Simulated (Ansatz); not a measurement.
# CH3B (SMILES B[CH]): U-r2SCAN0/STO-3G

What is the electronic atomisation energy of CH3B at U-r2SCAN0/STO-3G? 

Program for the calculation: Ansatz 0.2.0.

49 further runs of the same task are left out: 3 that didn't finish, 46 set aside as unsound or not needed.

### 1 The molecule

CH3B: 5 atoms, total charge 0, spin state triplet. SMILES: `B[CH]`. The coordinates come from a GFN2-xTB relaxation.

Bond lengths: B1–C2 1.463 Å, B1–H3 1.182 Å, B1–H4 1.174 Å, C2–H5 1.068 Å. Angles: B1–C2–H5 150.8°, C2–B1–H3 120.4°, C2–B1–H4 121.9°, H3–B1–H4 117.7°.

### 2 The energy at U-r2SCAN0/STO-3G

Contents of job.yaml:

```yaml
crystal:
  periodic: [false, false, false]
  atoms:
    - {symbol: B, position_ang: [-0.352450, -0.401400, -0.071360]}
    - {symbol: C, position_ang: [0.507540, 0.779550, -0.141970]}
    - {symbol: H, position_ang: [-0.308550, -1.118250, 0.866820]}
    - {symbol: H, position_ang: [-1.104620, -0.672740, -0.931370]}
    - {symbol: H, position_ang: [1.258080, 1.412850, 0.277880]}
basis:
  gaussian:
    orbitals: STO-3G
magnetization:
  spin_polarized: true
  initial_magnetization: 2
hamiltonian:
  xc: {name: r2SCAN0}
accuracy: high
```

Started as:

```console
$ ansatz run job.yaml --threads 1 --pin off --max-ram 2610MiB --events-out events.jsonl --progress --plain --runs-dir runs
```

The program printed:

```text
Warning: RAYON_NUM_THREADS=1 ignored (pool sized by the plan → 1); use --threads N
Functional definition: r2SCAN0
  name "r2SCAN0"
  parameter a = 0.25
  parameter k0 = 0.174
  parameter k1 = 0.065
  parameter a1 = 4.9479
  exchange = (1 - a)*r2scan_x(k0 = k0, k1 = k1, a1 = a1) + a*exact_x
  correlation = r2scan_c
209 factors; integrals over basis functions are off by at most 6.1e-9 eV
mean field evaluation 1: about -1734.8497 eV, gradient 5.1e0 eV
mean field evaluation 2: about -1735.1870 eV, gradient 1.5e0 eV
mean field evaluation 4: about -1735.2266 eV, gradient 2.2e-1 eV
mean field evaluation 8: about -1735.1865 eV, gradient 2.7e-3 eV
mean field evaluation 16: about -1735.1865 eV, gradient 8.5e-7 eV
mean field -1735.18651946 eV, -63.7669284387 hartree, gradient 1.9e-8 eV, S^2 2.009831; 0 other end points of the search recorded, 0 dependent functions left out
reference -1735.18652005 eV, -63.7669284603 hartree; 8, 6 occupied and 5, 7 virtual orbitals, 209 factors
Total energy: -1735.18652005 eV, -63.7669284603 hartree
```

It took 2.9 s on 1 thread of Arm Neoverse V1, shared host; peak memory 0.18 GiB.

### 3 The B atom

Contents of run.yaml:

```yaml
crystal:
  periodic: [false, false, false]
  atoms:
    - {symbol: B, position_ang: [0.000000, 0.000000, 0.000000]}
basis:
  gaussian:
    orbitals: STO-3G
magnetization:
  spin_polarized: true
  initial_magnetization: 1
accuracy: high
hamiltonian:
  xc: {name: r2SCAN0}
total_charge: 0
```

Run the same way, it converges to -24.25616 Eh (log not shown).

### 4 The C atom at the same level

Contents of molecule.yaml:

```yaml
basis:
  gaussian: {orbitals: STO-3G}
crystal:
  periodic: [false, false, false]
  atoms:
    - symbol: C
      position_ang: [0.000000, 0.000000, 0.000000]
total_charge: 0
magnetization: {spin_polarized: true, initial_magnetization: 2}
hamiltonian: {xc: {name: r2SCAN0}}
accuracy: high
```

Run the same way, it converges to -37.33469 Eh (log not shown).

### 5 The H atom, same level

Contents of job.yaml:

```yaml
basis:
  gaussian: {orbitals: STO-3G}
crystal:
  periodic: [false, false, false]
  atoms:
    - {symbol: H, position_ang: [0.000000, 0.000000, 0.000000]}
magnetization: {spin_polarized: true, initial_magnetization: 1}
hamiltonian: {xc: {name: r2SCAN0}}
accuracy: high
```

Run the same way, it converges to -0.46649 Eh (log not shown).

### 6 What came out

Level: U-r2SCAN0/STO-3G.

| quantity | value |
| --- | --- |
| molecule: total energy | -63.76693 Eh |
| molecule: ⟨S²⟩ | 2.010 |
| B atom: total energy | -24.25616 Eh |
| B atom: ⟨S²⟩ | 0.750 |
| C atom: total energy | -37.33469 Eh |
| C atom: ⟨S²⟩ | 2.000 |
| H atom: total energy | -0.46649 Eh |
| H atom: ⟨S²⟩ | 0.750 |
| electronic atomisation energy | 21.133 eV |

Taking the molecule apart into free atoms costs 21.13 eV (2039 kJ/mol), before zero-point energy and without spin-orbit coupling. In a minimal basis such a difference can be off by several eV, whatever the method.
